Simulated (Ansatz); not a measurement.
# TiWSe3: the cost of one run

Computed with Ansatz 0.2.0 (DFT PBE, scalar-relativistic, plane waves, PAW, unless a step's input says otherwise).

### 1 The starting structure

It takes space group Pm-3m (No. 221, cubic). Conventional cell: a = 4.727 Å, b = 4.727 Å, c = 4.727 Å, α = 90.00°, β = 90.00°, γ = 90.00°. Around Ti (site symmetry m-3m) lie 12 Se at 3.34 Å. W (site symmetry m-3m) is surrounded by 6 Se at 2.36 Å. Around Se (site symmetry 4/mmm) lie 2 W at 2.36 Å and 4 Ti at 3.34 Å.

Coordinates:

```cif
data_structure
_symmetry_space_group_name_H-M 'Pm-3m'
_symmetry_Int_Tables_number 221
_cell_length_a 4.7267
_cell_length_b 4.7267
_cell_length_c 4.7267
_cell_angle_alpha 90.000
_cell_angle_beta 90.000
_cell_angle_gamma 90.000
_cell_volume 105.61
loop_
_atom_site_label
_atom_site_type_symbol
_atom_site_symmetry_multiplicity
_atom_site_Wyckoff_symbol
_atom_site_fract_x
_atom_site_fract_y
_atom_site_fract_z
_atom_site_occupancy
Ti1 Ti 1 a 0.00000 0.00000 0.00000 1
W1 W 1 b 0.50000 0.50000 0.50000 1
Se1 Se 3 c 0.00000 0.50000 0.50000 1
```

A structure generator made this guess: species swapped into a database cell of TmRh3C (Pm-3m, No. 221), with Ti on the Tm sites, Se on the Rh sites and W on the C sites. The dimensions are guesses.

### 2 The guess as it stands, on a coarse mesh

input.yaml reads:

```yaml
crystal:
  lattice:
    - [4.72674045, 0.0, 0.0]
    - [0.0, 4.72674045, 0.0]
    - [0.0, 0.0, 4.72674045]
  atoms:
    - { symbol: Ti, position: [0.0, 0.0, 0.0], spin: 1.0 }
    - { symbol: W, position: [0.5, 0.5, 0.5] }
    - { symbol: Se, position: [0.0, 0.5, 0.5] }
    - { symbol: Se, position: [0.5, 0.5, 0.0] }
    - { symbol: Se, position: [0.5, 0.0, 0.5] }
basis:
  ecutwfc: 420
kpoints:
  mp_grid: { grid: [4, 4, 4] }
hamiltonian:
  xc: pbe
scf:
  occupations: { method: gaussian, width: 0.1 }
  lower_state_search: "off"
output:
  forces: true
  stress: true
  eigenvalues: true
  populations: true
magnetization:
  spin_polarized: true
```

Command:

```console
ansatz run input.yaml --threads 1 --pin off --max-ram 2048MiB --backend cpu --events-out ev --progress --plain --runs-dir out
```

Q: Estimate wall time and peak memory on 1 thread of Arm Neoverse V1, shared host.

About 16 s, with a peak of 0.42 GiB.
